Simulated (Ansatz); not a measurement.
AsH4N, SMILES N[AsH2], an active-space calculation

Computed with Ansatz 0.2.0, Python API.

`ash4n_cas.py`
```python
import ansatz as az


def main() -> None:
    geometry_ang = [
        ("N", [-0.3074, -0.9787, -0.0652]),
        ("As", [-0.6082, 0.9493, -0.133]),
        ("H", [0.6386, -1.1101, -0.1585]),
        ("H", [-0.5805, -1.2385, 0.8692]),
        ("H", [0.3141, 1.0925, -1.4086]),
        ("H", [0.5854, 1.2216, 0.85]),
    ]
    system = az.Crystal.molecule()
    for symbol, xyz in geometry_ang:
        system = system.atom(symbol, xyz)

    setup = system.calculation()
    setup = setup.basis(gaussian="def2-SVP").correlation(active_electrons=2, active_orbitals=2)
    for method in [None, "sc_nevpt2"]:
        data = (setup if method is None else setup.correlation(method)).run(threads=1).report
        space = data["configurations"]
        state = space["states"][0]
        print(method or "casscf", f"total {data['free_energy_ev'] / 27.211386246:.6f} Ha, active-space state {state['energy']['hartree']:.6f} Ha, mean field {data['reference_energy_ev'] / 27.211386246:.6f} Ha")
        print("  determinants", state["n_determinants"], " natural occupations", [round(n, 3) for n in space["natural_occupations"]])
    print("effectively unpaired electrons, sum of min(n, 2 - n):", round(sum(min(n, 2 - n) for n in space["natural_occupations"]), 3))


if __name__ == "__main__":
    main()
```

`python ash4n_cas.py` gives:
```text
casscf total -2290.645512 Ha, active-space state -2290.645512 Ha, mean field -2290.625324 Ha
  determinants 4  natural occupations [1.967, 0.033]
sc_nevpt2 total -2291.040433 Ha, active-space state -2290.645506 Ha, mean field -2290.625324 Ha
  determinants 4  natural occupations [1.967, 0.033]
effectively unpaired electrons, sum of min(n, 2 - n): 0.067
```

Reading the output:
- These settings explore the input space; basis and method may be short of convergence.
- The geometry is a force-field or estimated start, not a minimum of this method, and the basis set is short of its limit. The active space starts as a window about the frontier orbitals and is then optimised, not chosen by chemistry.
- Finished in 4.5 s on 1 thread of Arm Neoverse V2, with other jobs on the host, peak memory 0.19 GiB.

(Lines on the test bed's own set-up are left out of the output.)
